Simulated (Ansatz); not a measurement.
**BClH7NSi2: basis-set convergence**

One table from this session's results is given with a row withheld; the runs are named, their logs left out.

Computed with Ansatz 0.2.0, Gaussian basis. Level: one geometry, several basis sets.

Levels to be run: PBE0-D4/def2-SVP; ωB97M-V/def2-SVP; PBE0-D4/def2-QZVPP; ωB97M-V/def2-QZVPP; the functionals' def2-TZVPP values are taken from earlier runs.

## Structure used throughout

The geometry comes from an earlier relaxation with PBE0-D4 in a triple-zeta def2 set; it is a stationary point, not always the lowest conformer.

SMILES `BN([SiH3])[SiH2]Cl`, 12 atoms, charge 0, spin multiplicity 1.

Atoms are counted from 1 here; the program's logs count them from 0.

Bond lengths: B1–N2 1.412 Å, B1–H6 1.198 Å, B1–H7 1.201 Å, N2–Si3 1.762 Å, N2–Si4 1.734 Å, Si3–H8 1.485 Å, Si3–H9 1.482 Å, Si3–H10 1.482 Å, Si4–Cl5 2.055 Å, Si4–H11 1.479 Å, Si4–H12 1.476 Å. Angles: N2–B1–H6 120.3°, N2–B1–H7 119.0°, H6–B1–H7 120.6°, B1–N2–Si3 117.6°, B1–N2–Si4 121.1°, Si3–N2–Si4 121.2°, N2–Si3–H8 107.5°, N2–Si3–H9 110.3°, N2–Si3–H10 109.6°, H8–Si3–H9 109.7°, H8–Si3–H10 110.0°, H9–Si3–H10 109.8°, N2–Si4–Cl5 109.9°, N2–Si4–H11 110.1°, N2–Si4–H12 109.3°, Cl5–Si4–H11 106.4°, Cl5–Si4–H12 108.6°, H11–Si4–H12 112.5°.

Set-up of the first run:

Input file in.yaml:

```yaml
crystal:
  periodic: [false, false, false]
  atoms:
    - {symbol: B, position_ang: [0.842441, 1.452626, -0.097470]}
    - {symbol: N, position_ang: [0.186135, 0.203056, -0.045693]}
    - {symbol: Si, position_ang: [0.127976, -0.626015, 1.507742]}
    - {symbol: Si, position_ang: [-0.583273, -0.463508, -1.449902]}
    - {symbol: Cl, position_ang: [-2.622661, -0.462628, -1.196015]}
    - {symbol: H, position_ang: [0.880611, 2.073836, -1.120587]}
    - {symbol: H, position_ang: [1.362609, 1.879218, 0.897264]}
    - {symbol: H, position_ang: [-0.504359, -1.950915, 1.284475]}
    - {symbol: H, position_ang: [-0.677486, 0.153651, 2.477037]}
    - {symbol: H, position_ang: [1.504584, -0.803764, 2.027422]}
    - {symbol: H, position_ang: [-0.184623, -1.877323, -1.625436]}
    - {symbol: H, position_ang: [-0.254955, 0.366467, -2.624937]}
basis:
  gaussian: {orbitals: def2-SVP}
hamiltonian: {xc: pbe0, dispersion: d4}
output: {orbitals: {seedname: orbitals}}
```

Started as:

```sh
> ansatz run in.yaml --threads 4 --pin off --events-out ev --progress --plain --max-ram 10444MiB
```

Among the steps run: PBE0-D4 in def2-SVP; ωB97M-V in def2-SVP; PBE0-D4 in def2-QZVPP; ωB97M-V in def2-QZVPP.

One table of the session follows, with a row left open; its other results are not shown here.

It belongs to the step «Density functionals: the series». 

```
functional       basis  HOMO (eV)
   PBE0-D4    def2-SVP      -8.74
   PBE0-D4  def2-TZVPP      -8.79
   PBE0-D4  def2-QZVPP      -8.80
   ωB97M-V    def2-SVP     -10.94
   ωB97M-V  def2-TZVPP     -11.04
   ωB97M-V  def2-QZVPP          ?
```

**Question.** Estimate the row for ωB97M-V, def2-QZVPP.

**Answer.** HOMO (eV): -11.05. In the column «HOMO (eV)» it is the lowest.
